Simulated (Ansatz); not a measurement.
# Co: how the settings move a single-point run

Question: which choices in the input matter for Co?

Method: reference: DFT, LDA, PAW with Ansatz's default frozen-core files, scalar-relativistic, in Ansatz 0.2.0.

## (1) The system as given

The structure is trigonal, space group P-3m1 (No. 164). The conventional cell has a = 2.487 Å, b = 2.487 Å, c = 4.063 Å, α = 90.00°, β = 90.00°, γ = 120.00°. Co (site symmetry 3m) has 12 Co at 2.42 to 2.55 Å in its first shell of neighbours.

Structure file:

```cif
data_structure
_symmetry_space_group_name_H-M 'P-3m1'
_symmetry_Int_Tables_number 164
_cell_length_a 2.4874
_cell_length_b 2.4874
_cell_length_c 4.0633
_cell_angle_alpha 90.000
_cell_angle_beta 90.000
_cell_angle_gamma 120.000
_cell_volume 21.77
loop_
_atom_site_label
_atom_site_type_symbol
_atom_site_symmetry_multiplicity
_atom_site_Wyckoff_symbol
_atom_site_fract_x
_atom_site_fract_y
_atom_site_fract_z
_atom_site_occupancy
Co1 Co 2 d 0.66667 0.33333 0.25986 1
```

## (2) The reference run

The input, input.yaml:

```yaml
crystal:
  lattice:
    - [2.4873648738, 0.0, 0.0]
    - [-1.2436824369, 2.1541211692, 0.0]
    - [0.0, 0.0, 4.0632895034]
  atoms:
    - { symbol: Co, position: [0.6666666667, 0.3333333333, 0.259861], spin: 1.6, spin_axis: [1.0, 0.0, 0.0] }
    - { symbol: Co, position: [0.3333333333, 0.6666666667, 0.740139], spin: 1.6, spin_axis: [1.0, 0.0, 0.0] }
magnetization:
  noncollinear: true
  spin_spiral: { q: [0.0, 0.0, 0.1666666667] }
kpoints:
  mp_grid: { grid: [12, 12, 12] }
scf:
  occupations: { method: fermi_dirac, width: 0.08 }
  lower_state_search: "off"
hamiltonian:
  xc: lda
  pseudopotentials: { kind: paw }
output:
  eigenvalues: false
```

Started as:

```sh
$ ansatz run input.yaml --threads 2 --pin off --max-ram 5120MiB --backend cpu --events-out ev --progress --plain --runs-dir out
```

Excerpt of the output:

```text
[...]
Basis set: ecut = 420 eV, 391 PW (Γ)
[...]
k-points: 193 of 1728
[...]
SCF iter   1: F=—  HF=-10125.416471 eV  |F-HF|=—  |Δ(HF+E_count)|=         —  Δρ=6.82e-2  dr2=5.36e-1  dr2_m=1.72e-1  ethr=1.58e-3  |M|=2.95e0 ∫|m|=3.03e0 μB  |m|>n=0.0e0 m-floor=0.0e0 τ_xc=3.1e-18  β_m=1.00  ⟨swp⟩=1.1  Hψ=35742  notcnv=0
preconditioner: auto → none  [metal: Δε(μ)=0.001 eV  Ē_g=6.127 eV  σ=0.080 eV  W_gap=0.00  n_scr=8 (ndim 8)  ℏωp=33.8 eV  f_vac=0.000  D(μ)=2.44/eV (n_scr^D=34)]
SCF iter   2: F=—  HF=-10125.320186 eV  |F-HF|=—  |Δ(HF+E_count)|=   9.63e-2  Δρ=1.71e-2  dr2=2.74e-2  dr2_m=1.80e-2  ethr=1.58e-3  |M|=2.95e0 ∫|m|=3.12e0 μB  |m|>n=0.0e0 m-floor=0.0e0 τ_xc=2.4e-18  β_m=1.00  ⟨swp⟩=2.2  Hψ=13029  notcnv=0  defer=1
[...]
SCF iter  15: F=—  HF=-10125.395029 eV  |F-HF|=—  |Δ(HF+E_count)|=   4.26e-9  Δρ=4.88e-5  dr2=4.61e-7  dr2_m=2.28e-8  ethr=2.94e-10  |M|=3.10e0 ∫|m|=3.33e0 μB  |m|>n=0.0e0 m-floor=0.0e0 τ_xc=2.0e-18  β_m=0.47  ⟨swp⟩=3.0  Hψ=19243  notcnv=0
SCF iter  16: F=-10125.395029 eV  HF=-10125.395029 eV  |F-HF|=1.43e-8  |Δ(HF+E_count)|=   4.78e-8  Δρ=9.18e-6  dr2=1.71e-8  dr2_m=2.58e-9  ethr=2.94e-10  |M|=3.10e0 ∫|m|=3.33e0 μB  |m|>n=0.0e0 m-floor=0.0e0 τ_xc=2.0e-18  ⟨swp⟩=1.2  Hψ=20114  notcnv=0
[...]
SCF converged after 16 iterations
Magnetization: |M| = 3.0976 μB,  M = (+3.0976, +0.0004, +0.0000) μB
[...]
Free energy (F): -10125.395029 eV
[...]
E sigma→0 (E₀):  -10125.372725 eV
[...]
Fermi energy:    18.180392 eV
[...]
```

Run time: 49 s. Hardware: 2 threads of Arm Neoverse V1, shared host; peak memory 0.54 GiB.

## (3) Variant: mp_grid.grid [6, 6, 6]

input.yaml, as its differences from that of step 2:

```diff
@@ -12,3 +12,3 @@
 kpoints:
-  mp_grid: { grid: [12, 12, 12] }
+  mp_grid: { grid: [6, 6, 6] }
 scf:
```

Started as:

```sh
$ ansatz run input.yaml --threads 2 --pin off --max-ram 5120MiB --backend cpu --events-out ev --progress --plain --runs-dir out
```

The program printed, cut to the lines that bear on the results:

```text
settings of this run that can trade accuracy for cost: output.eigenvalues: false. Do not mix this run's numbers with those of runs without the same settings; the input reference describes each key
[...]
Pseudopotentials: kind: paw
Pseudopotential: Co, paw, valence charge 17, recommended cutoff 420 eV (normal)
Functional definition: SPW92
[...]
Crystal: 2 atoms, lattice volume = 21.771 Å³
Basis set: ecut = 420 eV, 391 PW (Γ)
Bands: 42, of which v1, the nominal top of the filled ones, is band 34 counted from 1 (33 counted from 0)
Symmetry: 6 space group operations
k-points: 34 of 216
Spin spiral: q = (0, 0, 0.1666666667) of the reciprocal vectors; moments are told in the frame that turns with it, a site's in that at the site
[...]
Starting moments: Σ|m| = 3.2 μB on 2 of 2 sites
[...]
SCF iter   1: F=—  HF=-10125.448917 eV  |F-HF|=—  |Δ(HF+E_count)|=         —  Δρ=6.73e-2  dr2=5.22e-1  dr2_m=2.03e-1  ethr=1.53e-3  |M|=2.98e0 ∫|m|=3.07e0 μB  |m|>n=0.0e0 m-floor=0.0e0 τ_xc=3.1e-18  β_m=1.00  ⟨swp⟩=1.1  Hψ=6332  notcnv=0
[...]
spin-set hold released at iteration 4 (site moments contracting): the magnetisation degrees of freedom join the quasi-Newton model from the next iteration; the mixer history was flushed
[...]
SCF iter  14: F=-10125.435711 eV  HF=-10125.435711 eV  |F-HF|=2.16e-9  |Δ(HF+E_count)|=   3.95e-8  Δρ=9.63e-6  dr2=6.75e-9  dr2_m=5.27e-9  ethr=2.94e-10  |M|=3.10e0 ∫|m|=3.35e0 μB  |m|>n=0.0e0 m-floor=0.0e0 τ_xc=2.0e-18  ⟨swp⟩=1.1  Hψ=4162  notcnv=0
[...]
SCF converged after 14 iterations
Magnetization: |M| = 3.1044 μB,  M = (+3.1044, +0.0003, +0.0000) μB
Absolute magnetization: 3.3556 μB (∫|m|, with the PAW one-centre terms)
  site 0: m = (+1.6100, +0.1086, +0.0000) μB, |m| = 1.6137 μB  (R = 1.00 Å)
  site 1: m = (+1.6101, -0.1083, +0.0000) μB, |m| = 1.6137 μB  (R = 1.00 Å)
Free energy (F): -10125.435711 eV
[...]
E sigma→0 (E₀):  -10125.417358 eV
Entropy (-TS):   -0.036705 eV (-18.352 meV/atom)
Fermi energy:    18.170407 eV
[...]
settings of this run that can trade accuracy for cost: output.eigenvalues: false. Do not mix this run's numbers with those of runs without the same settings; the input reference describes each key
```

It took 7.4 s on 2 threads of Arm Neoverse V1, shared host; peak memory 0.33 GiB.

Changing the k-point mesh moves the energy by -20.3 meV/atom. The energy is not variational in the mesh, so the sign tells nothing. Cost: 14 SCF cycles against 16, 7.4 s against 49 s. The variant is not converged in its settings.

## (4) Comparison

```
                      run     ending   energy change  abs. moment (μB)  cycles   time
                reference  converged               0              3.33      16   49 s
1: mp_grid.grid [6, 6, 6]  converged  -20.3 meV/atom              3.36      14  7.4 s
```

Residual by cycle in the longest SCF loop of each run; runs are numbered as in the table. The quantity is the density residual dr2, in eV.

```
cycle  reference   run 1
    1      0.536   0.522
    2     0.0274  0.0249
    4     9.2e-4  9.2e-4
    5     3.7e-4  4.5e-4
    6     1.9e-4    0.39
    8     0.0463  7.6e-4
    9     6.7e-4  1.2e-4
   11     5.0e-7  1.1e-4
   12     6.4e-6  1.6e-4
   13     3.2e-6  5.0e-7
   15     4.6e-7       -
   16     1.7e-8       -
```

**Reading.** Changing the k-point mesh moves the energy by -20.3 meV/atom. Sampling errors of the energy have no fixed sign. Cost: 14 SCF cycles against 16, 7.4 s against 49 s.
